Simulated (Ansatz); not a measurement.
# B2Se: the cost of one run

Computed with Ansatz 0.2.0 (DFT PBE, scalar-relativistic, plane waves, PAW, unless a step's input says otherwise).

1 further run of the same task is left out (it didn't finish).

### 1 Starting point

The structure is tetragonal, space group P4/mmm (No. 123). The conventional cell has a = 2.758 Å, b = 2.758 Å, c = 5.856 Å, α = 90.00°, β = 90.00°, γ = 90.00°. Around B (site symmetry 4mm) lie 1 Se at 1.71 Å. Around Se (site symmetry 4/mmm) lie 2 B at 1.71 Å.

Coordinates:

```cif
data_structure
_symmetry_space_group_name_H-M 'P 1'
_symmetry_Int_Tables_number 1
_cell_length_a 2.7576
_cell_length_b 2.7576
_cell_length_c 5.8560
_cell_angle_alpha 90.000
_cell_angle_beta 90.000
_cell_angle_gamma 90.000
_cell_volume 44.53
loop_
_atom_site_label
_atom_site_type_symbol
_atom_site_fract_x
_atom_site_fract_y
_atom_site_fract_z
_atom_site_occupancy
B1 B 0.00000 0.00000 0.79143 1
B2 B 0.00000 0.00000 0.20857 1
Se1 Se 0.00000 0.00000 0.50000 1
```

A structure generator made this guess: random cell by space group and Wyckoff sites (P4/mmm, No. 123). The dimensions are guesses.

### 2 Probe: one point on a coarse mesh

The input, input.yaml:

```yaml
crystal:
  lattice:
    - [2.75759423, 0.0, 0.0]
    - [0.0, 2.75759423, 0.0]
    - [0.0, 0.0, 5.85596548]
  atoms:
    - { symbol: B, position: [0.0, 0.0, 0.79143351] }
    - { symbol: B, position: [0.0, 0.0, 0.20856649] }
    - { symbol: Se, position: [0.0, 0.0, 0.5] }
basis:
  ecutwfc: 420
kpoints:
  mp_grid: { grid: [6, 6, 4] }
hamiltonian:
  xc: pbe
scf:
  occupations: { method: gaussian, width: 0.1 }
  lower_state_search: "off"
output:
  forces: true
  stress: true
  eigenvalues: true
```

Command:

```
$ ansatz run input.yaml --threads 1 --pin off --max-ram 2560MiB --backend cpu --events-out ev --progress --plain --runs-dir out
```

**Question.** How long does this run take on 1 thread of Arm Neoverse N1, shared host, and how much memory does it need?

About 2.1 s, with a peak of 0.29 GiB.
